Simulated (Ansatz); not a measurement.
# CHf: the cost of one run

The runs use Ansatz 0.2.0, Gaussian basis; def2-QZVPP, core rule «outside noble gas», up to 5 orbitals frozen.

Plan: UHF; ROHF; CCSD(T) on UHF.

2 further runs of the same task are left out: 2 set aside as unsound or not needed.

## 1. What is computed

The geometry is a PBE0/def2-TZVP stationary point (not a proven minimum) of the parent state, kept for this charge and spin. No spin-orbit coupling is included. Elements past krypton take def2 core potentials.

2 atoms, charge 1, spin multiplicity 4.

Atoms are counted from 1 here; the program's logs count them from 0.

Bond lengths: Hf1–C2 1.798 Å.

## 2. UHF

in.yaml

```yaml
crystal:
  periodic: [false, false, false]
  atoms:
    - {symbol: Hf, position_ang: [0.000000, 0.000000, 0.000000]}
    - {symbol: C, position_ang: [0.000000, 0.000000, 1.798320]}
basis:
  gaussian: {orbitals: "def2-QZVPP.json"}
total_charge: 1
magnetization: {spin_polarized: true, initial_magnetization: 3}
hamiltonian: {xc: hf}
output: {orbitals: {seedname: orbitals}}
```

Run with:

```sh
ansatz run in.yaml --threads 1 --pin off --events-out ev --progress --plain --max-ram 4096MiB --backend cpu
```

Q: Estimate wall time and peak memory on 1 thread of AMD EPYC 7R13, shared host.

About 11 s, with a peak of 0.27 GiB.
